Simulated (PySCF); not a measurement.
# ErO(OH): other functionals and bases at one geometry

The task here is to estimate one member of a computed series from the others.

Program: PySCF 2.14.0. Level of theory: several levels, as the steps say, no spin–orbit coupling. These are calculated values, not measurements.

1 further run of the same task is left out (for a known fault of the program).

## Starting geometry

4 atoms, charge 0, spin multiplicity 1.

Bond lengths: Er1–O2 1.820 Å, Er1–O3 2.033 Å, O3–H4 0.959 Å. Angles: O2–Er1–O3 112.3°, Er1–O3–H4 139.6°.

Geometry (Å):

| atom | x (Å) | y (Å) | z (Å) |
| --- | --- | --- | --- |
| Er1 | -0.0178 | -0.0436 | -0.4086 |
| O2 | 1.2380 | 0.0316 | 0.9064 |
| O3 | -1.9115 | 0.0227 | 0.3286 |
| H4 | -2.3652 | 0.0780 | 1.1722 |

Formal oxidation states: Er +3. Each metal's 11 4f electrons lie in its core potential, so multiplicities, spins and levels count the valence alone. An earlier session relaxed this geometry at PBE0, Er lcecp-1-SVP with ECP57, O def2-SVP, H def2-SVP (singlet, point group Cs).

At PBE0 on the finer grid: E = -189.069297 Eh, HOMO -6.30 eV, LUMO -2.20 eV, Mulliken charge on Er1 +0.79 e, largest force component 0.010 eV/Å. 

Levels to run: M06-L; CAM-B3LYP; PBE0, TZVP. Hardware: 2 threads of Arm Neoverse V1, shared host.

The first run:

run.py (the lines that set the calculation)

```python
mol = gto.M(atom='''
Er    -0.01778    -0.04356    -0.40859
O      1.23798     0.03157     0.90636
O     -1.91151     0.02275     0.32862
H     -2.36517     0.07800     1.17217''',
    basis={'Er': 'lcecp-1-SVP', 'O': 'def2-SVP', 'H': 'def2-SVP'},
    ecp={'Er': 'lcecp-1-SVP'},
    charge=0, spin=0)
mf = dft.RKS(mol, xc='M06L')
mf.grids.atom_grid = (75, 302)  # f atoms: unpruned, at least (60, 302)
mf = mf.density_fit()  # fitting sets: Er AutoAux, O def2-universal-JKFIT, H def2-universal-JKFIT
mf.conv_tol = 1e-08; mf.max_cycle = 55
mf.kernel(dm0)  # dm0: the density of the relaxed state
```

The run is started by

```
OMP_NUM_THREADS=2 python run.py
```

Steps of the session up to this table: M06-L; CAM-B3LYP; PBE0, TZVP.

One table of the session follows, with a row left open; its other results are not shown here.

```
              level  HOMO (eV)  gap (eV)  charge on Er1 (e)  dipole (D)  largest force component (eV/Å)
PBE0 (relaxed here)      -6.30      4.10               0.79        6.19                            0.01
              M06-L      -4.87      3.02               0.89        6.01                            0.45
          CAM-B3LYP          ?         ?                  ?           ?                               ?
         PBE0, TZVP      -6.30      4.09               1.25        6.47                            0.28
```

Q: Estimate the row for CAM-B3LYP from the others.

**Answer.** HOMO (eV): -7.63; gap (eV): 6.01; charge on Er1 (e): 0.77; dipole (D): 6.42; largest force component (eV/Å): 0.08. In the column «HOMO (eV)» it is the lowest.

In one basis the HOMO–LUMO gap runs from 3.02 eV (M06-L) to 6.01 eV (CAM-B3LYP). The largest leftover force, 0.45 eV/Å with M06-L, stands at a geometry relaxed at another level. With 4f in the core, its levels are missing from HOMO and gap, and its count is fixed, so no charge can pass from the ligands into it. Total energies of different levels can't be compared.
